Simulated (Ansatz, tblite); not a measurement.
# The cluster Cd10H30Se10: one state, many levels

Aim: run the singlet of the cluster Cd10H30Se10 at one geometry on many levels, and compare frontier levels, spin and run time.

Computed with Ansatz 0.2.0, Gaussian basis. Level: as each input shows.

Levels to be run: GFN1-xTB, GFN2-xTB, PBE-D4/def2-TZVP, r2SCAN-D4/def2-TZVP, r2SCANh-D4/def2-TZVP, PBE-D4/def2-SVP, PBE0-D4/def2-SVP, MP2/def2-TZVP.

1 further run of the same task is left out (set aside as unsound or not needed). Runs told in other sessions of the task aren't counted.

## 1. The structure

The singlet was relaxed beforehand with r2SCAN-D4/def2-SVP, loosely relaxed.

50 atoms, charge 0, spin multiplicity 1.

Bond lengths: Cd1–Se11 2.750 Å, Cd1–Se12 2.868 Å, Cd1–Se13 2.734 Å, Cd1–H21 1.690 Å, Cd2–Cd4 3.212 Å, Cd2–Se11 2.896 Å, Cd2–H22 1.673 Å, Cd2–H25 1.805 Å, Cd3–Se13 2.694 Å, Cd3–Se15 2.972 Å, Cd3–Se16 2.755 Å, Cd3–H24 1.688 Å, Cd4–Se14 2.808 Å, Cd4–Se15 2.906 Å, Cd4–H25 1.914 Å, Cd4–H26 1.686 Å, Cd5–Cd7 3.252 Å, Cd5–Se12 2.784 Å and more. Angles: Se11–Cd1–Se12 97.0°, Se11–Cd1–Se13 93.6°, Se11–Cd1–H21 125.7°, Se12–Cd1–Se13 85.4°, Se12–Cd1–H21 116.0°, Se13–Cd1–H21 128.8°, Cd4–Cd2–Se11 89.2°, Cd4–Cd2–H22 148.6°, Cd4–Cd2–H25 31.3°, Se11–Cd2–H22 113.7°, Se11–Cd2–H25 93.2°, H22–Cd2–H25 151.8°, Se13–Cd3–Se15 84.1°, Se13–Cd3–Se16 95.4°, Se13–Cd3–H24 133.4°, Se15–Cd3–Se16 95.4°, Se15–Cd3–H24 112.3°, Se16–Cd3–H24 124.1° and more.

Cd takes a core potential in the def2 sets. No spin-orbit coupling is included.

PBE0-D4/def2-TZVP was run before; its log isn't repeated, and its numbers join the tables.

## 2. GFN1-xTB

Tight binding, by tblite at 300 K electronic temperature and without a spin-polarisation term:

```python
tblite.interface.Calculator('GFN1-xTB', numbers, positions, charge=0, uhf=0).singlepoint()
```

Energy -1587.1143 eV, HOMO -9.51 eV, LUMO -6.54 eV; 0.16 s.

## 3. GFN2-xTB

Tight binding, by tblite at 300 K electronic temperature and without a spin-polarisation term:

```python
tblite.interface.Calculator('GFN2-xTB', numbers, positions, charge=0, uhf=0).singlepoint()
```

Energy -1448.0938 eV, HOMO -10.77 eV, LUMO -7.24 eV; 0.18 s.

## 4. PBE-D4/def2-TZVP

start.molden holds the orbitals of an earlier run on this state, given as this run's starting guess.

File in.yaml:

```yaml
crystal:
  periodic: [false, false, false]
  atoms:
    - {symbol: Cd, position_ang: [-2.643115, -2.446338, -0.578426]}
    - {symbol: Cd, position_ang: [-3.570100, 1.622855, -4.064588]}
    - {symbol: Cd, position_ang: [-2.477606, 0.534724, 2.647549]}
    - {symbol: Cd, position_ang: [-1.887025, 3.557050, -2.130649]}
    - {symbol: Cd, position_ang: [1.924976, -1.816501, -3.507818]}
    - {symbol: Cd, position_ang: [0.353696, -2.566827, 2.462364]}
    - {symbol: Cd, position_ang: [4.028884, -3.583195, -1.767080]}
    - {symbol: Cd, position_ang: [0.597840, 0.637444, -0.582930]}
    - {symbol: Cd, position_ang: [1.634445, 4.018698, 3.648775]}
    - {symbol: Cd, position_ang: [3.514738, 2.102248, 1.878572]}
    - {symbol: Se, position_ang: [-3.742608, -0.307661, -1.913082]}
    - {symbol: Se, position_ang: [-0.381683, -2.807709, -2.304114]}
    - {symbol: Se, position_ang: [-0.974913, -0.877462, 0.914750]}
    - {symbol: Se, position_ang: [-0.639945, 1.162015, -2.900137]}
    - {symbol: Se, position_ang: [-2.843093, 2.383472, 0.349738]}
    - {symbol: Se, position_ang: [-0.365217, 1.914575, 3.754804]}
    - {symbol: Se, position_ang: [2.869958, -0.670199, -1.118088]}
    - {symbol: Se, position_ang: [1.831549, -3.742071, 0.345037]}
    - {symbol: Se, position_ang: [2.308816, -0.366936, 2.825673]}
    - {symbol: Se, position_ang: [1.118335, 2.936562, 0.687013]}
    - {symbol: H, position_ang: [-3.462159, -3.854138, -0.125635]}
    - {symbol: H, position_ang: [-3.781848, 0.955771, -5.584509]}
    - {symbol: H, position_ang: [-6.656541, 2.151668, -3.380068]}
    - {symbol: H, position_ang: [-3.927794, 0.218880, 3.451997]}
    - {symbol: H, position_ang: [-3.541662, 3.029274, -2.934239]}
    - {symbol: H, position_ang: [-1.101198, 5.045213, -2.021429]}
    - {symbol: H, position_ang: [2.044925, -1.083139, -5.024156]}
    - {symbol: H, position_ang: [2.835279, -3.537631, -3.061874]}
    - {symbol: H, position_ang: [0.138042, -3.475291, 3.866015]}
    - {symbol: H, position_ang: [3.239593, -6.721153, -1.987016]}
    - {symbol: H, position_ang: [5.462624, -3.802894, -0.942218]}
    - {symbol: H, position_ang: [0.976293, 5.530212, 3.932614]}
    - {symbol: H, position_ang: [2.346134, 2.861376, 6.690618]}
    - {symbol: H, position_ang: [4.997377, 1.986047, 1.084724]}
    - {symbol: H, position_ang: [3.018755, 2.873163, 3.560876]}
    - {symbol: H, position_ang: [-5.157917, -0.410750, -1.527011]}
    - {symbol: H, position_ang: [-6.558077, 1.399191, -3.357612]}
    - {symbol: H, position_ang: [-0.455173, -4.166418, -2.864968]}
    - {symbol: H, position_ang: [0.705842, -3.348653, -0.889770]}
    - {symbol: H, position_ang: [0.471411, 1.874520, -3.551417]}
    - {symbol: H, position_ang: [-3.329669, 1.136627, -0.568905]}
    - {symbol: H, position_ang: [-4.205270, 2.938470, 0.426869]}
    - {symbol: H, position_ang: [-0.491547, 1.516940, 5.164900]}
    - {symbol: H, position_ang: [1.598884, 2.799336, 6.572668]}
    - {symbol: H, position_ang: [3.564558, 0.425405, -1.812432]}
    - {symbol: H, position_ang: [3.499865, -6.603303, -1.283540]}
    - {symbol: H, position_ang: [1.339654, -5.126468, 0.427624]}
    - {symbol: H, position_ang: [2.870737, -0.465251, 4.183938]}
    - {symbol: H, position_ang: [1.086527, 0.559643, 3.328827]}
    - {symbol: H, position_ang: [1.814422, 3.608660, -0.422204]}
basis:
  gaussian: {orbitals: def2-TZVP, fitting: {mean_field: def2-universal-jkfit}, initial_orbitals: start.molden}
hamiltonian: {xc: pbe, dispersion: d4}
scf: {omitted_lower_state_checks: [starts]}
output: {forces: true, orbitals: {seedname: orbitals}}
```

Launch:

```
$ ansatz run in.yaml --threads 11 --pin off --events-out ev --progress --plain --max-ram 110592MiB --backend cuda --devices 0, --max-vram 75GiB
```

The runs that follow: r2SCAN-D4/def2-TZVP; r2SCANh-D4/def2-TZVP; PBE-D4/def2-SVP; PBE0-D4/def2-SVP; MP2/def2-TZVP.

**Question.** What will the summary of the whole plan be? Wanted: gap in def2-TZVP, named functionals, smallest and largest; correlation energy, MP2/def2-TZVP; binding an atom, functionals in def2-TZVP; PBE0 total energy, smallest basis above largest.

The runs gave:

```
                                                 quantity                                  value
gap in def2-TZVP, named functionals, smallest and largest    3.26 eV (PBE-D4), 5.00 eV (PBE0-D4)
                        correlation energy, MP2/def2-TZVP                             -223.20 eV
                binding an atom, functionals in def2-TZVP  2.03 (PBE0-D4) to 2.08 eV (r2SCAN-D4)
          PBE0 total energy, smallest basis above largest         90.96 eV (def2-SVP, def2-TZVP)
```

Orbital gaps of the named functionals in def2-TZVP span 3.26 eV (PBE-D4) to 5.00 eV (PBE0-D4); exact exchange widens it.
